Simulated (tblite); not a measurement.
# C3H13FSi3: the cost of one run

Computed with tblite 0.8.0 and PySCF 2.14.0, with density-fitted response routines of our own, on a single molecule in the gas phase. Atoms are numbered from 0 throughout.

## (1) The starting structure

20 atoms, charge 0, multiplicity 1; geometry from: force field or distance geometry start.

Bonds of the start (Å): C0–C1 1.51, C1–Si2 1.86, Si2–C3 1.83, C3–Si4 1.87, Si2–Si5 2.24, Si5–F6 1.69, C0–H7 1.09, C0–H8 1.11, C0–H9 1.12, C1–H10 1.10, C1–H11 1.10, Si2–H12 1.47, C3–H13 1.10, C3–H14 1.11, Si4–H15 1.47, Si4–H16 1.48, Si4–H17 1.47, Si5–H18 1.49, Si5–H19 1.49.

## (2) Geometry optimisation with GFN2-xTB

Job settings and geometry (Å):

```
{"job": {"kind": "relax", "xc": "GFN2-xTB", "basis": "xTB"}, "charge": 0, "multiplicity": 1}
C     -2.271700    -1.286400     0.031300
C     -1.801100    -0.193000    -0.903400
Si    -0.017600     0.272100    -0.645300
C      0.909800    -0.845300     0.472800
Si     2.729500    -0.598800     0.129900
Si     0.097900     2.397800     0.059000
F     -0.885400     3.336400    -0.949700
H     -1.439900    -1.919000     0.348300
H     -2.822800    -0.820900     0.868800
H     -2.991300    -1.905300    -0.572500
H     -2.426200     0.701700    -0.777500
H     -1.920500    -0.574700    -1.931600
H      0.671800     0.246100    -1.940900
H      0.722800    -0.606100     1.533300
H      0.667900    -1.906400     0.235300
H      3.466600    -0.321100     1.376200
H      3.301700    -1.827000    -0.458700
H      2.922000     0.520200    -0.796800
H     -0.423000     2.461400     1.450100
H      1.504500     2.879100     0.058500
```

Started as:

```bash
OMP_NUM_THREADS=1 python probes_run.py task.json out
```

The driver reads the jobs from task.json and runs them one after another.

Q: Estimate the wall time and peak memory of this first job on 1 thread of Arm Neoverse V2, shared host.

About 1.8 s, with a peak of 0.18 GiB.
